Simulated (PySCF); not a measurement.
**C2H2ClSi (SMILES [C]#C[SiH2]Cl) at UMP2/aug-pc-1**

Aim: the vertical ionisation energy of C2H2ClSi at UMP2/aug-pc-1, from 2 runs. 

The calculation is run with PySCF 2.14.0.

### Step 1. The system as given

C2H2ClSi has 6 atoms, charge 0, and is taken as a doublet. As SMILES, `[C]#C[SiH2]Cl`. The coordinates come from a PBE0-D4/def2-TZVP relaxation.

Bond lengths: C1–C2 1.212 Å, C2–Si3 1.820 Å, Si3–Cl4 2.045 Å, Si3–H5 1.477 Å, Si3–H6 1.477 Å. Angles: C1–C2–Si3 178.6°, C2–Si3–Cl4 109.3°, C2–Si3–H5 109.2°, C2–Si3–H6 109.2°, Cl4–Si3–H5 108.7°, Cl4–Si3–H6 108.7°, H5–Si3–H6 111.7°.

### Step 2. The energy at UMP2/aug-pc-1

run.py reads:

```python
# [C]#C[SiH2]Cl
from pyscf import gto, mp

system = gto.M(
    atom='''
C      1.641038    -3.891324     2.151264
C      0.893840    -1.985724     1.124387
Si    -0.160060     0.917273    -0.389284
Cl    -3.393003     0.217696    -2.388425
H      1.813192     1.796752    -2.157311
H     -0.715639     2.824574     1.572063
''',
    spin=1,
    max_memory=1860,
    charge=0,
    basis='aug-pc-1',
    verbose=3,
    unit='bohr',
)

mf = system.UHF()
mf.conv_tol = 1e-10
mf.kernel()
if not mf.converged:
    mf = mf.newton().run(mf.mo_coeff, mf.mo_occ)

pt = mp.MP2(mf, frozen=12).run()
energy = pt.e_tot
print('E(%s) = %.9f' % ('MP2', energy))
```

Started as:

```console
OMP_NUM_THREADS=1 python run.py
```

Log:

```text
converged SCF energy = -825.208502201249  <S^2> = 1.1564854  2S+1 = 2.3719068
E(UMP2) = -825.643152848531  E_corr = -0.43465064728259
E(SCS-UMP2) = -825.63188183903  E_corr = -0.423379637781329
E(MP2) = -825.643152849
```

It took 9.6 s on 1 thread of Arm Neoverse V1, shared host; peak memory 0.4 GiB.

### Step 3. The singlet cation, same level

input.xyz reads:

```xyz
6
C2H2ClSi
C      0.868400    -2.059200     1.138400
C      0.473000    -1.050800     0.595000
Si    -0.084700     0.485400    -0.206000
Cl    -1.795500     0.115200    -1.263900
H      0.959500     0.950800    -1.141600
H     -0.378700     1.494700     0.831900
```

calc.py reads:

```python
from pyscf import gto, scf, mp

system = gto.M(
    atom='input.xyz',
    max_memory=1860,
    verbose=3,
    basis='aug-pc-1',
    charge=1,
    spin=0,
)

mf = scf.RHF(system)
mf.conv_tol = 1e-10
mf.kernel()
if not mf.converged:
    mf = mf.newton().run(mf.mo_coeff, mf.mo_occ)

pt = mp.MP2(mf, frozen=12).run()
etot = pt.e_tot
print('Final energy', etot)
```

Started as:

```console
OMP_NUM_THREADS=1 python calc.py
```

Log:

```text
converged SCF energy = -824.682665128819
E(RMP2) = -825.166781727836  E_corr = -0.484116599017063
E(SCS-RMP2) = -825.161672832775  E_corr = -0.479007703956691
Final energy -825.1667817278358
```

Run time: 6 s. Hardware: 1 thread of Arm Neoverse V1, shared host; peak memory 0.38 GiB.

### Step 4. Summary of results

Level: UMP2/aug-pc-1, 12 core orbitals frozen.

```
                                                                    quantity          value
                                              doublet C2H2ClSi: total energy  -825.64315 Eh
                      doublet C2H2ClSi: dipole moment (Hartree–Fock density)         1.32 D
doublet C2H2ClSi: HOMO energy (Hartree–Fock orbitals) (highest over α and β)      -11.56 eV
 doublet C2H2ClSi: LUMO energy (Hartree–Fock orbitals) (lowest over α and β)       -0.02 eV
              doublet C2H2ClSi: correlation energy (12 core orbitals frozen)     -434.7 mEh
                         doublet C2H2ClSi: ⟨S²⟩ of the reference determinant          1.156
                                                singlet cation: total energy  -825.16678 Eh
                         singlet cation: HOMO energy (Hartree–Fock orbitals)      -16.95 eV
                         singlet cation: LUMO energy (Hartree–Fock orbitals)      -11.41 eV
                       singlet cation: HOMO–LUMO gap (Hartree–Fock orbitals)        5.54 eV
                singlet cation: correlation energy (12 core orbitals frozen)     -484.1 mEh
                          vertical ionisation energy (to the singlet cation)      12.963 eV
```

What this shows: The vertical ionisation energy comes to 12.96 eV (299 kcal/mol). Only the singlet of the ionised species was computed; a triplet could lie lower. ⟨S²⟩ (doublet C2H2ClSi) is 1.16 where a pure doublet has 0.75: the reference is spin-contaminated. Mulliken charges (singlet cation) of the mean-field density run from -0.71 on Cl4 to +2.01 on Si3; in a basis this large or diffuse they mean little.
